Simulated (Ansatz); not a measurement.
# LaSb: a single-point run

Wanted: a converged single-point run for LaSb, and a check of what comes out. The structure is shown as the input types it. The cell is built on a prototype (zincblende) and needn't be the phase found in nature.

Computed with Ansatz 0.2.0 (density functional or hybrid calculation with the settings of its input, plane waves (as first typed), unless a step's input says otherwise).

6 further runs of the same task are left out: 2 for a known fault of the program, 4 that didn't finish.

## 1. The starting structure

The structure is cubic, space group F-43m (No. 216). Conventional cell: a = 7.274 Å, b = 7.274 Å, c = 7.274 Å, α = 90.00°, β = 90.00°, γ = 90.00°. Around La (site symmetry -43m) lie 4 Sb at 3.15 Å. Sb (site symmetry -43m) is surrounded by 4 La at 3.15 Å.

As a file:

```cif
data_structure
_symmetry_space_group_name_H-M 'F-43m'
_symmetry_Int_Tables_number 216
_cell_length_a 7.2739
_cell_length_b 7.2739
_cell_length_c 7.2739
_cell_angle_alpha 90.000
_cell_angle_beta 90.000
_cell_angle_gamma 90.000
_cell_volume 384.87
loop_
_atom_site_label
_atom_site_type_symbol
_atom_site_symmetry_multiplicity
_atom_site_Wyckoff_symbol
_atom_site_fract_x
_atom_site_fract_y
_atom_site_fract_z
_atom_site_occupancy
La1 La 4 a 0.00000 0.00000 0.00000 1
Sb1 Sb 4 d 0.25000 0.25000 0.75000 1
```

## 2. Running it

Contents of input.yaml:

```yaml
crystal:
  lattice:
    - [0.0, 3.6369724434, 3.6369724434]
    - [3.6369724434, 0.0, 3.6369724434]
    - [3.6369724434, 3.6369724434, 0.0]
  atoms:
    - { symbol: La, position: [0.0, 0.0, 0.0] }
    - { symbol: Sb, position: [0.25, 0.25, 0.25] }
kpoints:
  mp_grid: { grid: [4, 4, 4] }
hamiltonian:
  xc: pbesol
scf:
  occupations: { method: fixed }
  n_extra_bands: 4
  max_iter: 85
output:
  forces: true
  stress: true
  eigenvalues: true
basis:
  ecutwfc: 80
```

Launch:

```bash
$ ansatz run input.yaml --threads 4 --pin off --max-ram 3686MiB --backend cpu --events-out ev --progress --plain --runs-dir out
```

Q: Will this input give a usable result? If not, why, and what should change?

This run ends as converged, with warnings (cutoff below recommended). It gives a pressure of -19 GPa, which is large.

The suspect setting: basis.ecutwfc is 80. The cutoff lies far under what these potentials need. The potentials' recommended cutoff is 420 eV.

Run again and compare: delete basis.ecutwfc (the default then holds).
